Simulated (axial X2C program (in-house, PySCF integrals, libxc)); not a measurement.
# HgH⁺: bond curves with and without spin–orbit coupling

Aim: find the lowest determinant of HgH⁺, scan the bond at several levels and fit the constants, once spin-free and once with spin–orbit coupling.

Program: an in-house X2C program for linear molecules on PySCF integrals. Level of theory: all-electron X2C, Hg dyall-cv3z, H dyall-v3z. These are calculated values, not measurements.

## Step 1: The job

The input, task.json:

```json
{"zs": [80, 1], "q": 1, "bas": ["dyall-cv3z", "dyall-v3z"], "levels": ["PBE0", "HF", "M06"], "cc": true, "r0": 1.65, "thr": -2.0, "nmax": 90, "npts": 10, "nst": 2, "ntry": 6}
```

Keys: zs atomic numbers; q charge; bas basis sets; levels methods (HF also brings MP2); cc coupled cluster on or off; r0 starting distance in Å; thr threshold in hartree for freezing inner shells (an s shell follows its p shell); nmax most natural virtual spinors; npts points asked for on the curve; nst determinants followed; ntry starts of the search.

Command:

```console
> python so2c.py task.json out
```

Spin-free means the one-electron spin-free X2C Hamiltonian; two-component (2c) means X2C with spin–orbit coupling and atomic mean-field two-electron Coulomb and Gaunt terms. Basis: Hg dyall-cv3z contracted to [13s14p9d6f4g], H dyall-v3z contracted to [6s2p1d]; Gaussian nuclei, density fitting. Masses: Hg 201.971 u, H 1.008 u.

Notation: σ, π±, δ± give the projection m of an orbital's angular momentum (0, ±1, ±2), α and β its spin, Λ and M_S the sums; ω is the projection of a spinor's total angular momentum and Ω the sum. Logs are in hartree.

The runs that follow: PBE0, spin-free; HF, spin-free; M06, spin-free; MP2 and beyond, spin-free; PBE0, 2c; HF, 2c; M06, 2c; Correlated methods, 2c.

Q: Predict the outcome of this session. Wanted: for each run, Hamiltonian; Re; ωe; De; μ.

**Answer**, as computed:

Lowest determinant that the search found at its distance (another Ω component may lie lower), spin-free: M_S = 0, Λ = 0 (closed shell).

Lowest determinant that the search found at its distance (another Ω component may lie lower), 2c: Ω = 0 (closed shell).

```tsv
Hamiltonian	level	Re (Å)	ωe (cm⁻¹)	De (eV)	μ (D)
spin-free	PBE0	1.599	2038	2.62	-0.39
spin-free	HF	1.621	2050	1.29	-1.34
spin-free	MP2	1.577	2113	2.49	n/a
spin-free	CCSD	1.602	2016	2.57	n/a
spin-free	CCSD(T)	1.604	1994	2.65	n/a
spin-free	M06	1.632	1933	2.58	-0.45
2c	PBE0	1.597	2046	2.65	-0.40
2c	HF	1.618	2060	1.32	-1.33
2c	MP2	1.575	2122	2.51	n/a
2c	CCSD	1.599	2026	2.60	n/a
2c	CCSD(T)	1.601	2004	2.67	n/a
2c	M06	1.630	1940	2.60	-0.46
```

Dipoles are positive if H is the positive end and refer to the centre of mass.

At CCSD(T), going from spin-free to two-component changes Re by -3 mÅ, ωe by +0.5 %, which is small (part of it comes from the scalar share of the two-electron terms). De moves by +0.02 eV; both De rest on single-determinant atoms, which can miss part of an open shell's spin–orbit lowering.

De refers to Hg+ + H, the ground-state fragments, which need not be this curve's own limit. Each curve is one determinant whose occupation by symmetry is held fixed; it was picked as the lowest of a PBE0 search that is not exhaustive. Closed shells are restricted here (equal orbitals for both partners), which fails at long range if the bond breaks into open shells. Dissociation energies refer to the lowest single-determinant-based atoms at the same level and basis. Coupled cluster ran in a truncated set of natural virtual spinors; the MP2 energy of the rest was added. The meta-GGAs lack a current-density term, which matters for open shells with orbital currents, atoms included. T1 is 0.026 at one point of the scan, above the customary mark of 0.02.
